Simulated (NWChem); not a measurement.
# One shape, several levels: CH4F2SSn (SMILES [CH3][Sn]([F])([F])[SH])

We compute a comparison of 3 runs (HF/STO-3G, HF/3-21G, MP2/def2-SVP) of CH4F2SSn. 

The results are computed with NWChem 7.3.0.

## 1. The system as given

CH4F2SSn has 9 atoms, charge 0, and is taken as a singlet. SMILES: `[CH3][Sn]([F])([F])[SH]`. The shape is that of a PBE0-D4/def2-TZVP optimisation. This is one conformer, not always the lowest.

Bond lengths: C1–Sn2 2.110 Å, Sn2–F3 1.912 Å, Sn2–F4 1.912 Å, Sn2–S5 2.368 Å, C1–H6 1.089 Å, C1–H7 1.089 Å, C1–H8 1.089 Å, S5–H9 1.345 Å. Some angles: C1–Sn2–F3 109.8°, C1–Sn2–F4 109.9°, C1–Sn2–S5 119.3°, F3–Sn2–F4 100.7°, F3–Sn2–S5 107.8°, F4–Sn2–S5 107.7°, Sn2–C1–H6 107.9°, Sn2–C1–H7 109.3°, Sn2–C1–H8 109.3°, Sn2–S5–H9 91.6°.

## 2. Energy and forces at HF/STO-3G (run 1)

job.nw

```
START job
memory total 2200 mb

GEOMETRY units au noautosym nocenter noautoz
 C     -1.91504845    -1.65426625    -1.63688077
 Sn     0.90574573     0.23583782     0.45258941
 F      2.22175100    -1.96021291     3.00296378
 F      3.84200218     0.71601723    -1.59870830
 S     -0.05688076     4.15475186     2.38861382
 H     -1.09037197    -3.38223182    -2.39163738
 H     -3.49108004    -2.10780052    -0.39419687
 H     -2.54867362    -0.44332975    -3.17530681
 H      2.29960772     4.35355105     3.32043777
END

BASIS spherical bse
 C library STO-3G
 Sn library STO-3G
 F library STO-3G
 S library STO-3G
 H library STO-3G
END

SCF
 thresh 1e-08
 maxiter 80
 print low
END

TASK scf gradient
```

Launch:

```console
$ nwchem job.nw > job.out
```

Standard output:

```text
[...]
  functions       =    55
[...]
  wavefunction    = RHF
[...]
         Total SCF energy =  -6592.345343203453
      One-electron energy = -10452.303415156606
      Two-electron energy =   3195.105808531886
 Nuclear repulsion energy =    664.852263421267
        Time for solution =      6.1s
[...]
                         RHF ENERGY GRADIENTS
    atom               coordinates                        gradient
                 x          y          z           x          y          z
   1 C      -1.915048  -1.654266  -1.636881   -0.011945  -0.012288  -0.011221
   2 Sn      0.905746   0.235838   0.452589   -0.019623   0.006823  -0.002903
   3 F       2.221751  -1.960213   3.002964    0.006954  -0.009105   0.010322
   4 F       3.842002   0.716017  -1.598708    0.013332   0.001410  -0.007688
   5 S      -0.056881   4.154752   2.388614   -0.011485   0.006948   0.000036
   6 H      -1.090372  -3.382232  -2.391637    0.010045  -0.004776   0.000540
   7 H      -3.491080  -2.107801  -0.394197   -0.001836   0.001926   0.011317
   8 H      -2.548674  -0.443330  -3.175307    0.003102   0.010747  -0.003397
   9 H       2.299608   4.353551   3.320438    0.011456  -0.001684   0.002993
 Task  times  cpu:        9.0s     wall:        9.0s
[...]
```

Run time: 9.9 s. Hardware: 1 thread of Intel Xeon 6975P-C (Granite Rapids), shared host; peak memory 0.097 GiB.

## 3. Energy and forces at HF/3-21G (run 2)

test.nw

```
start test
memory total 2200 mb
geometry units angstrom noautosym nocenter noautoz
C    -1.013400   -0.875400   -0.866200
Sn    0.479300    0.124800    0.239500
F     1.175700   -1.037300    1.589100
F     2.033100    0.378900   -0.846000
S    -0.030100    2.198600    1.264000
H    -0.577000   -1.789800   -1.265600
H    -1.847400   -1.115400   -0.208600
H    -1.348700   -0.234600   -1.680300
H     1.216900    2.303800    1.757100
end
basis spherical bse
* library 3-21G
end
scf
thresh 1e-08
maxiter 80
noprint "final vectors analysis"
end
task scf gradient
```

Launch:

```console
$ nwchem test.nw > test.out
```

Standard output:

```text
[...]
  functions       =    79
[...]
  wavefunction    = RHF
[...]
         Total SCF energy =  -6629.748644218585
      One-electron energy = -10476.490993781847
      Two-electron energy =   3181.890038566718
 Nuclear repulsion energy =    664.852310996544
        Time for solution =      7.5s
[...]
                         RHF ENERGY GRADIENTS
    atom               coordinates                        gradient
                 x          y          z           x          y          z
   1 C      -1.915048  -1.654266  -1.636881    0.002424  -0.002438  -0.000478
   2 Sn      0.905746   0.235838   0.452589   -0.026116   0.030550   0.008577
   3 F       2.221751  -1.960213   3.002964    0.004217  -0.011392   0.012600
   4 F       3.842002   0.716017  -1.598708    0.012809   0.002739  -0.011676
   5 S      -0.056881   4.154752   2.388614    0.004020  -0.014131  -0.006797
   6 H      -1.090372  -3.382232  -2.391637    0.004970  -0.002903  -0.000071
   7 H      -3.491080  -2.107800  -0.394197   -0.001260   0.000954   0.006343
   8 H      -2.548673  -0.443330  -3.175307    0.001556   0.006030  -0.002139
   9 H       2.299608   4.353551   3.320438   -0.002620  -0.009410  -0.006358
[...]
```

Run time: 11 s. Hardware: 1 thread of Intel Xeon 6975P-C (Granite Rapids), shared host; peak memory 0.096 GiB.

## 4. Energy and forces at MP2/def2-SVP (core potential) (run 3)

ch4f2ssn.xyz

```xyz
9
CH4F2SSn mp2
C     -1.013400    -0.875400    -0.866200
Sn     0.479300     0.124800     0.239500
F      1.175700    -1.037300     1.589100
F      2.033100     0.378900    -0.846000
S     -0.030100     2.198600     1.264000
H     -0.577000    -1.789800    -1.265600
H     -1.847400    -1.115400    -0.208600
H     -1.348700    -0.234600    -1.680300
H      1.216900     2.303800     1.757100
```

run.py

```python
from ase.io import read
from ase.calculators.nwchem import NWChem

system = read('ch4f2ssn.xyz')

calc = NWChem(
    label='ch4f2ssn',
    theory='mp2',
    memory='2200 mb',
    basis='def2-SVP',
    basispar='spherical bse',
    scf={'nopen': '0', 'rhf': None, 'thresh': '1e-08', 'maxiter': '80'},
    mp2={'freeze': 'core 12', 'tight': None},
    **{'ecp bse': {'Sn library': 'def2-SVP'}},
)
system.calc = calc

forces = system.get_forces()
print("Total energy (eV):", round(system.get_potential_energy(), 6))
print("forces (eV/A):")
for s, f in zip(system.symbols, forces):
    print(f"{s:2s} {f[0]:10.5f} {f[1]:10.5f} {f[2]:10.5f}")
```

Launch:

```console
$ export ASE_NWCHEM_COMMAND="nwchem PREFIX.nwi > PREFIX.nwo"
$ python run.py
```

Standard output:

```text
Total energy (eV): -23142.716509
forces (eV/A):
C     0.11801    0.16429    0.13277
Sn   -0.44917    0.12804   -0.08680
F     0.23464   -0.38320    0.44568
F     0.51448    0.08145   -0.35476
S    -0.07148    0.24611    0.11817
H     0.08515   -0.25361   -0.12305
H    -0.25834   -0.08783    0.12814
H    -0.13370    0.12784   -0.23310
H    -0.03965   -0.02309   -0.02710
```

The calculator wrote ch4f2ssn.nwi:

```
title "ch4f2ssn"

permanent_dir ch4f2ssn

scratch_dir ch4f2ssn

start ch4f2ssn

geometry units angstrom nocenter noautosym noautoz
  C  -1.0134000000000001e+00 -8.7539999999999996e-01 -8.6619999999999997e-01
  Sn 4.7930000000000000e-01 1.2479999999999999e-01 2.3949999999999999e-01
  F  1.1757000000000000e+00 -1.0373000000000001e+00 1.5891000000000000e+00
  F  2.0331000000000001e+00 3.7890000000000001e-01 -8.4599999999999997e-01
  S  -3.0099999999999998e-02 2.1985999999999999e+00 1.2640000000000000e+00
  H  -5.7699999999999996e-01 -1.7898000000000001e+00 -1.2656000000000001e+00
  H  -1.8473999999999999e+00 -1.1153999999999999e+00 -2.0860000000000001e-01
  H  -1.3487000000000000e+00 -2.3460000000000000e-01 -1.6802999999999999e+00
  H  1.2169000000000001e+00 2.3037999999999998e+00 1.7571000000000001e+00
end

memory 2200 mb

basis spherical bse noprint
   * library def2-SVP
end

scf
  nopen 0
  rhf
  thresh 1e-08
  maxiter 80
end
mp2
  freeze core 12
  tight
end
ecp bse
  Sn library def2-SVP
end

task mp2 gradient
```

ch4f2ssn.nwo:

```text
Northwest Computational Chemistry Package (NWChem) 7.3.0
             --------------------------------------------------------

           Job information
           ---------------

    nwchem branch   = 7.3.0
    use scalapack   = T
    input           = ch4f2ssn.nwi
    prefix          = ch4f2ssn.
    data base       = ch4f2ssn/ch4f2ssn.db
    status          = startup
    nproc           =        1

           Memory information
           ------------------

[... 5 lines left out ...]
    hardfail = no
[... 144 lines left out ...]
 Convergence threshold     :          1.000E-08
[... 17 lines left out ...]
      One-electron energy =  -1978.227640836051
[... 53 lines left out ...]
                       ROHF Final Molecular Orbital Analysis
[... 509 lines left out ...]
  MP2 natural orbitals output to ch4f2ssn/ch4f2ssn.mp2nos
[... 11 lines left out ...]
                 ----------------------------------------
                 |  Time  |  1-e(secs)   |  2-e(secs)   |
                 ----------------------------------------
                 |  CPU   |       0.05   |       5.97   |
                 ----------------------------------------
                 |  WALL  |       0.05   |       5.97   |
                 ----------------------------------------
 -----------------------
 Task  times  cpu:       51.0s     wall:       51.0s
 Total times  cpu:       51.0s     wall:       51.0s
```

Wall time 53 s (1 thread of Intel Xeon 6975P-C (Granite Rapids), shared host); peak memory 0.54 GiB.

## 5. All runs side by side

```
run                          level  module  core potential   energy (Eh)  largest force (eV/Å)  wall time
  1                      HF/STO-3G     scf               –  -6592.345343                 1.079      9.9 s
  2                       HF/3-21G     scf               –  -6629.748644                 2.113       11 s
  3  MP2/def2-SVP (core potential)     mp2        def2-SVP   -850.479152                 0.633       53 s
```

## 6. What came out

| quantity | value |
| --- | --- |
| run 3: total energy | -850.47915 Eh |
| run 3: dipole moment (of the density that the program reports) | 2.94 D |
| run 3: HOMO energy (Hartree–Fock orbitals) | -11.05 eV |
| run 3: LUMO energy (Hartree–Fock orbitals) | 2.51 eV |
| run 3: HOMO–LUMO gap (Hartree–Fock orbitals) | 13.57 eV |
| run 3: correlation energy (12 core orbitals frozen) | -758.4 mEh |
| run 3: largest force on an atom | 0.633 eV/Å |

In words: Some runs of one species differ in core potentials or relativity; totals across that change don't compare. In run 1 the basis is minimal, so the values are rough. In runs 1, 2 relativity is left out where basis or elements ask for it. All runs together took 74 s, the longest 53 s.
